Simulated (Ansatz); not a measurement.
# CaSiN: the cost of one run

Program: Ansatz 0.2.0. Level of theory: DFT PBE, scalar-relativistic, plane waves, PAW. These are calculated values, not measurements.

## (1) Starting point

The structure is hexagonal, space group P6_3/mmc (No. 194). Conventional cell: a = 4.204 Å, b = 4.204 Å, c = 5.665 Å, α = 90.00°, β = 90.00°, γ = 120.00°. Ca (site symmetry -6m2) has 5 Si at 2.43 to 2.83 Å and 6 N at 2.81 Å as nearest neighbours. Si (site symmetry -6m2) is surrounded by 3 Ca at 2.43 Å. N (site symmetry -3m) is surrounded by 6 Ca at 2.81 Å and 6 Si at 2.81 Å and 2 N at 2.83 Å.

As a file:

```
Ca Si N
1.0
     4.20381    0.00000    0.00000
    -2.10191    3.64061    0.00000
     0.00000    0.00000    5.66524
Ca Si N
2 2 2
Cartesian
  0.0000 2.4271 4.2489
  2.1019 1.2135 1.4163
  0.0000 2.4271 1.4163
  2.1019 1.2135 4.2489
  0.0000 0.0000 0.0000
  0.0000 0.0000 2.8326
```

Recipe of the guess: species swapped into a database cell of LiGaIr (P6_3/mmc, No. 194), with Ca on the Li sites, Si on the Ga sites and N on the Ir sites. Lengths come from tabulated atomic sizes and are only a guess.

## (2) The guess as it stands, on a coarse mesh

Contents of input.yaml:

```yaml
crystal:
  lattice:
    - [4.20381125, 0.0, 0.0]
    - [-2.10190563, 3.64060734, 0.0]
    - [0.0, 0.0, 5.66523508]
  atoms:
    - { symbol: Ca, position: [0.33333333, 0.66666667, 0.75] }
    - { symbol: Ca, position: [0.66666667, 0.33333333, 0.25] }
    - { symbol: Si, position: [0.33333333, 0.66666667, 0.25] }
    - { symbol: Si, position: [0.66666667, 0.33333333, 0.75] }
    - { symbol: "N", position: [0.0, 0.0, 0.0] }
    - { symbol: "N", position: [0.0, 0.0, 0.5] }
basis:
  ecutwfc: 420
kpoints:
  mp_grid: { grid: [6, 6, 4] }
hamiltonian:
  xc: pbe
scf:
  occupations: { method: gaussian, width: 0.1 }
  lower_state_search: "off"
output:
  forces: true
  stress: true
  eigenvalues: true
```

Launch:

```sh
> ansatz run input.yaml --threads 1 --pin off --max-ram 2560MiB --backend cpu --events-out ev --progress --plain --runs-dir out
```

Q: Estimate wall time and peak memory on 1 thread of Intel Xeon Platinum 8488C (Sapphire Rapids), shared host.

About 1.7 s, with a peak of 0.38 GiB.
